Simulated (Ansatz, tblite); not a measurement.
InSe: GFN2-xTB, run from Python

These are simulated results from tblite 0.8.0, not measurements. The cell began as a measured structure and was relaxed with r2SCAN+rVV10 in plane waves (Ansatz 0.2.0). All runs are without spin polarisation.

The symmetry is P6_3/mmc (No. 194, hexagonal); conventional cell a = 4.018 Å, c = 16.926 Å, 29.58 Å³ an atom. In is surrounded by 3 Se at 2.64 Å and 1 In at 2.79 Å; Se is surrounded by 3 In at 2.64 Å.

tblite solves periodic systems at the zone centre alone, so the script builds a cluster of 3×3×1 conventional cells (72 atoms), which folds in a coarse mesh of k points.

Input script:

```python
import json
from ase import Atoms
from ase.build import make_supercell
from ase.units import Bohr, GPa, Hartree
from tblite.interface import Calculator

atoms = Atoms(['In', 'In', 'In', 'In', 'Se', 'Se', 'Se', 'Se'],
              cell=[[4.01811194, 0.0, 0.0], [-2.00905597, 3.47978702, 0.0], [0.0, 0.0, 16.92561346]],
              scaled_positions=[[0.333333333, 0.666666667, 0.167702325], [0.666666667, 0.333333333, 0.667702325], [0.333333333, 0.666666667, 0.332297675], [0.666666667, 0.333333333, 0.832297675], [0.333333333, 0.666666667, 0.592786009], [0.666666667, 0.333333333, 0.092786009], [0.333333333, 0.666666667, 0.907213991], [0.666666667, 0.333333333, 0.407213991]],
              pbc=True)
cluster = make_supercell(atoms, [[3, 0, 0], [0, 3, 0], [0, 0, 1]])
calc = Calculator('GFN2-xTB', cluster.numbers, cluster.positions / Bohr, lattice=cluster.cell[:] / Bohr, periodic=cluster.pbc)
calc.set('temperature', 0.02 / Hartree)
calc.set('max-iter', 150)
res = calc.singlepoint()
levels = res.get('orbital-energies') * Hartree
nv = round(res.get('orbital-occupations').sum() / 2)
cells = len(cluster) // len(atoms)
out = {'energy_per_cell': res.get('energy') * Hartree / cells, 'homo': levels[nv - 1], 'lumo': levels[nv],
       'stress': (-res.get('virial') * Hartree / cluster.get_volume() / GPa).tolist(), 'charges': res.get('charges')[:len(atoms)].tolist(), 'electrons': 2 * nv / cells}
json.dump(out, open('results.json', 'w'))
for key, value in out.items():
    print(key, value)
```

Command: `python run.py`. It took 11 s on 1 thread of Arm Neoverse N1, with other jobs on the host, peak memory 0.15 GiB.

What it printed:

```
------------------------------------------------------------
  cycle        total energy    energy error   density error
------------------------------------------------------------
      1     -159.0898495406  -1.5941718E+02   8.8397266E-01
      2     -160.9557276337  -1.8658781E+00   2.6072559E-01
      3     -161.6025176874  -6.4679005E-01   5.1128714E-01
      4     -161.5569037620   4.5613925E-02   4.4041061E-01
      5     -161.7464148611  -1.8951110E-01   2.1475763E-01
      6     -161.7447681553   1.6467058E-03   8.2899578E-02
      7     -161.7585605743  -1.3792419E-02   8.3897056E-03
      8     -161.7488331235   9.7274508E-03   1.2599120E-02
      9     -161.7641885871  -1.5355464E-02   5.1844645E-04
     10     -161.7641886662  -7.9104581E-08   4.6594716E-04
     11     -161.7641896483  -9.8209657E-07   2.2080148E-04
     12     -161.7641902585  -6.1016664E-07   5.4764162E-05
     13     -161.7641902895  -3.1042930E-08   2.9024995E-05
     14     -161.7641902947  -5.1545612E-09   2.1229058E-05
     15     -161.7641902981  -3.4279708E-09   1.1555379E-05
------------------------------------------------------------

 total:                                  10.325 sec
energy_per_cell -489.091980791138
homo -9.444393743336304
lumo -8.11741736594245
stress [[3.4692065276591886, -2.4403910109770133e-05, 1.9087772656847423e-07], [-2.440391010968515e-05, 3.469178300039707, -1.1020299615951479e-07], [1.9087772658545576e-07, -1.1020299612973119e-07, 4.952289558302038]]
charges [0.1540360399597862, 0.15404203405396472, 0.15404203405388917, 0.1540360399596557, -0.15402432765331348, -0.15404912003581486, -0.154049120035758, -0.15402432765330695]
electrons 36.0
```

The cycle table is in hartree for the whole cluster, and the lines after it are in eV (the energy for one cell). The printed stress is in GPa and positive in compression, and the pressure is its mean diagonal.

GFN2-xTB gives a gap of 1.33 eV. On the same cell, plane-wave PBE (Ansatz, 12×12×2 k points and the special points) gives a gap of 0.45 eV and r2SCAN a gap of 0.88 eV; on shared hosts these took about 57 and 160 core-seconds on the 8-atom cell, against 11 for the script. Semilocal gaps usually lie below measured ones. xTB was fitted to molecules, so gaps, charges and pressures of solids can be far off, and the gap also depends on the size of the cluster.

The same script was run on cells scaled at fixed shape and fractional coordinates:

| volume (Å³/atom) | energy (meV/atom) | pressure (GPa, positive in compression) | gap (eV) |
| --- | --- | --- | --- |
| 26.03 | 170.8 | 12.43 | 1.89 |
| 27.81 | 62.1 | 7.45 | 1.59 |
| 29.58 | 0.0 | 3.96 | 1.33 |
| 31.36 | -29.7 | 1.50 | 1.11 |
| 33.13 | -36.8 | -0.25 | 0.94 |

A Birch-Murnaghan fit puts the minimum at 32.93 Å³/atom, 11.3 % above the given cell, with a bulk modulus of 27.4 GPa at fixed shape.

xTB was fitted mostly to molecules, and a small cluster samples few k points, so gaps, pressures and kinks along a curve can be far from a solid's.

Spin-orbit coupling is left out, which matters wherever the heavy atoms make up the band edges.
